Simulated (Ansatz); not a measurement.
Write the native input for Ansatz 0.2.0 that does the following.

```
Task                                : band structure
Functional                          : revPBE
Potentials or basis                 : Ansatz PAW
Cutoff                              : 420 eV (not typed: the program's choice for these potentials)
k mesh                              : 12 × 12 × 12
Occupations                         : fermi-dirac, width 0.05 eV
Spin                                : collinear spin, ferromagnetic start
Starting moments                    : [0.0, 2.0, 2.0, 2.0, 2.0] μB
Path                                : [["G", "L", "B1"], ["B", "Z", "G", "X"], ["Q", "F", "P1", "Z"], ["L", "P"]]
Points for each segment of the path : 14
```

Crystal: Co4Ge.

```
Ge Co
1.0
     1.31250    0.75777    9.86265
    -1.31250    0.75777    9.86265
     0.00000   -1.51554    9.86265
Ge Co
1 4
Direct
  0.00000 0.00000 0.00000
  0.59884 0.59884 0.59884
  0.20032 0.20032 0.20032
  0.79968 0.79968 0.79968
  0.40116 0.40116 0.40116
```

The cell comes from a database or a generator and needn't be the stable form of this composition.

The input as run:

input.yaml

```yaml
crystal:
  lattice:
    - [1.3124950637, 0.7577693783, 9.8626483117]
    - [-1.3124950637, 0.7577693783, 9.8626483117]
    - [0.0, -1.5155387567, 9.8626483117]
  atoms:
    - { symbol: Ge, position: [0.0, 0.0, 0.0] }
    - { symbol: Co, position: [0.59884, 0.59884, 0.59884], spin: 2.0 }
    - { symbol: Co, position: [0.20032, 0.20032, 0.20032], spin: 2.0 }
    - { symbol: Co, position: [0.79968, 0.79968, 0.79968], spin: 2.0 }
    - { symbol: Co, position: [0.40116, 0.40116, 0.40116], spin: 2.0 }
hamiltonian:
  xc: revpbe
  pseudopotentials: { kind: paw }
magnetization:
  spin_polarized: true
kpoints:
  mp_grid: { grid: [12, 12, 12] }
  band_path:
    path:
      - [[0.0, 0.0, 0.0], [0.5, 0.0, 0.0], [0.5, 0.1706021289, -0.1706021289]]
      - [[0.8293978711, 0.5, 0.1706021289], [0.5, 0.5, 0.5], [0.0, 0.0, 0.0], [0.3353010645, 0.0, -0.3353010645]]
      - [[0.6646989355, 0.3353010645, 0.0], [0.5, 0.5, 0.0], [0.6646989355, 0.6646989355, 0.1706021289], [0.5, 0.5, 0.5]]
      - [[0.5, 0.0, 0.0], [0.8293978711, 0.3353010645, 0.3353010645]]
    npoints: 14
scf:
  occupations: { method: fermi_dirac, width: 0.05 }
  n_extra_bands: 12
output:
  forces: true
  stress: true
  eigenvalues: true
  fatbands: true
  write_density: true
  write_potential: true
  elf: true
  volumetric_format: npy
```

Potentials or basis: Ansatz PAW.

Launch:

```bash
$ ansatz run input.yaml --threads 2 --pin off --max-ram 5632MiB --backend cpu --events-out ev --progress --plain --runs-dir out
```

It gave:

The pressure is 3.5 GPa. The largest force is 0.090 eV/Å. The band gap on the k mesh is none (metal or under the smearing width) and the net moment is 5.94 μB per cell. The absolute moment is 6.70 μB per cell. The site moments are Ge -0.04; Co +1.35, +1.80 μB.

Caveat: the PAW data sets come from PBE, with cores solved anew for the run's functional, which leaves a small shift of forces and pressure.

Wall time 110 s on 2 threads of Arm Neoverse V2, on a shared host, peak memory 1 GiB.
